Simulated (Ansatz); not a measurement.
# C2H7ClFGa: the cost of one run

All numbers below are computed with Ansatz 0.2.0 (RKS B3LYP-D4/def2-SVP).

## 1. The system as given

Bond lengths: Ga1–F2 2.129 Å, Ga1–C3 2.034 Å, Ga1–C4 2.034 Å, Ga1–Cl6 2.616 Å, C3–H7 1.091 Å, C3–H8 1.092 Å, C3–H9 1.091 Å, C4–H10 1.091 Å, C4–H11 1.091 Å, C4–H12 1.091 Å. Angles (14 of 18 angles, heavy atoms first): F2–Ga1–C3 102.9°, F2–Ga1–C4 103.3°, F2–Ga1–Cl6 72.6°, C3–Ga1–C4 143.4°, C3–Ga1–Cl6 106.8°, C4–Ga1–Cl6 105.2°, Ga1–C3–H7 111.8°, Ga1–C3–H8 108.1°, Ga1–C3–H9 110.6°, Ga1–C4–H10 108.1°, Ga1–C4–H11 110.8°, Ga1–C4–H12 111.6°, H7–C3–H8 109.0°, H7–C3–H9 108.7°.

Structure file:

```xyz
12

Ga   -0.0586   -0.0140   -0.0291
F     1.7089   -0.4050    1.0906
C     0.5522   -0.2888   -1.9496
C    -1.1163    1.2275    1.1860
H     1.1224   -1.4281    1.3057
Cl   -0.3131   -2.3915    1.0332
H     0.5123    0.6376   -2.5245
H     1.5827   -0.6498   -1.9296
H    -0.0678   -1.0367   -2.4462
H    -1.1901    0.7584    2.1687
H    -0.6103    2.1879    1.2925
H    -2.1224    1.4025    0.8022
```

## 2. Pulling towards end A

Springs on the bonds that form and break draw the guess towards this end; the thresholds are loose.

input.yaml

```yaml
crystal:
  periodic: [false, false, false]
  atoms:
    - { symbol: Ga, position_ang: [-0.0586, -0.014, -0.0291] }
    - { symbol: F, position_ang: [1.7089, -0.405, 1.0906] }
    - { symbol: C, position_ang: [0.5522, -0.2888, -1.9496] }
    - { symbol: C, position_ang: [-1.1163, 1.2275, 1.186] }
    - { symbol: H, position_ang: [1.1224, -1.4281, 1.3057] }
    - { symbol: Cl, position_ang: [-0.3131, -2.3915, 1.0332] }
    - { symbol: H, position_ang: [0.5123, 0.6376, -2.5245] }
    - { symbol: H, position_ang: [1.5827, -0.6498, -1.9296] }
    - { symbol: H, position_ang: [-0.0678, -1.0367, -2.4462] }
    - { symbol: H, position_ang: [-1.1901, 0.7584, 2.1687] }
    - { symbol: H, position_ang: [-0.6103, 2.1879, 1.2925] }
    - { symbol: H, position_ang: [-2.1224, 1.4025, 0.8022] }
basis:
  gaussian: { orbitals: def2-SVP }
hamiltonian:
  xc: b3lyp
  dispersion: d4
relax:
  f_tol: 0.15
  max_steps: 25
  restrain:
    - { distance: [0, 5], at: 3.54, k: 30.0 }
    - { distance: [4, 1], at: 2.18, k: 30.0 }
    - { distance: [0, 1], at: 1.79, k: 30.0 }
    - { distance: [4, 5], at: 1.33, k: 30.0 }
output:
  orbitals: {}
```

Run with:

```sh
ansatz run input.yaml --threads 4 --pin off --max-ram 5120MiB --backend cpu --events-out ev --progress --plain --runs-dir out
```

Q: Estimate wall time and peak memory on 4 threads of Arm Neoverse N1, shared host.

About 39 s, with a peak of 0.35 GiB.
